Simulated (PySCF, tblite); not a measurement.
# C3H10AsSi2 radical: geometry, infrared bands and EPR parameters

Wanted: the infrared bands and EPR parameters of C3H10AsSi2 radical (`C[C@@H]1C[As]([SiH2])[SiH2]1`), by calculation.

Programs: tblite 0.8.0 and PySCF 2.14.0, with density-fitted response routines of our own. Each step states its level of theory. These are calculated values for one molecule in the gas phase, unless marked as measured. Atoms are numbered from 0 throughout.

### 1 The starting structure

16 atoms, charge 0, multiplicity 2; geometry from: force field or distance geometry start.

Bonds of the start (Å): C0–C1 1.50, C1–C2 1.52, C2–As3 1.97, As3–Si4 2.26, As3–Si5 2.33, Si5–C1 1.86, C0–H6 1.10, C0–H7 1.10, C0–H8 1.12, C1–H9 1.12, C2–H10 1.11, C2–H11 1.11, Si4–H12 1.43, Si4–H13 1.44, Si5–H14 1.45, Si5–H15 1.48.

### 2 Optimising the geometry with GFN2-xTB

Job settings and geometry (Å):

```
{"job": {"kind": "relax", "xc": "GFN2-xTB", "basis": "xTB"}, "charge": 0, "multiplicity": 2}
C     -2.352400     0.133800    -0.417100
C     -1.035400     0.069800     0.308100
C      0.021900     0.893300    -0.405800
As     1.607600    -0.127000    -0.975600
Si     3.319400     0.222500     0.460400
Si    -0.042800    -1.466800    -0.027800
H     -3.052100    -0.650400    -0.087900
H     -2.227900     0.039500    -1.503100
H     -2.751700     1.162700    -0.227900
H     -1.107000     0.363500     1.386300
H      0.331700     1.722700     0.268400
H     -0.450800     1.335900    -1.306000
H      4.326700    -0.782100     0.599900
H      3.679100     1.580500     0.775400
H     -0.731100    -2.312600    -0.989100
H      0.457300    -2.176300     1.171900
```

On the command line:

```console
$ OMP_NUM_THREADS=1 python probes_run.py task.json out
```

The driver reads the jobs from task.json and runs them one after another.

**Question.** This job is followed by: GFN2-xTB harmonic vibrations, gas phase; UKS B3LYP, def2-TZVP-core on As, pcH-1 on C H Si, non-relativistic, mean-field spin-orbit, GIAO. What will the session give for the following? strongest single infrared mode (GFN2-xTB); zero-point energy (GFN2-xTB); g(iso) (B3LYP); ⟨S²⟩; largest a(iso) (averaged by class); surface potential, 1st and 99th percentile.

The runs gave:

| quantity | value |
| --- | --- |
| strongest single infrared mode (GFN2-xTB) | 2126 cm⁻¹, 430 km/mol |
| zero-point energy (GFN2-xTB) | 70.6 kcal/mol |
| g(iso) (B3LYP) | 2.00921 |
| ⟨S²⟩ | 0.753 (exact 0.75) |
| largest a(iso) (averaged by class) | 29Si on Si4, -414.3 MHz |
| surface potential, 1st and 99th percentile | -0.44 V and 1.05 V |

**Reading.** The optimisation took 113 steps and gained 0.871 eV; among the close pairs (by a distance rule), As3–Si4 changed most, from 2.262 to 2.328 Å. No mode is imaginary among the 42: a minimum at this level. The strongest single mode, at 2126 cm⁻¹, moves mainly H12. Unscaled tight-binding wavenumbers are off by several per cent, some by more. Its intensities can rank the bands wrongly. Si4 carries the largest spin population, 0.85 e. The isotropic g lies 6.9 ppt above the free-electron value. The hyperfine terms hold no scalar relativity, which the heavier nuclei need.
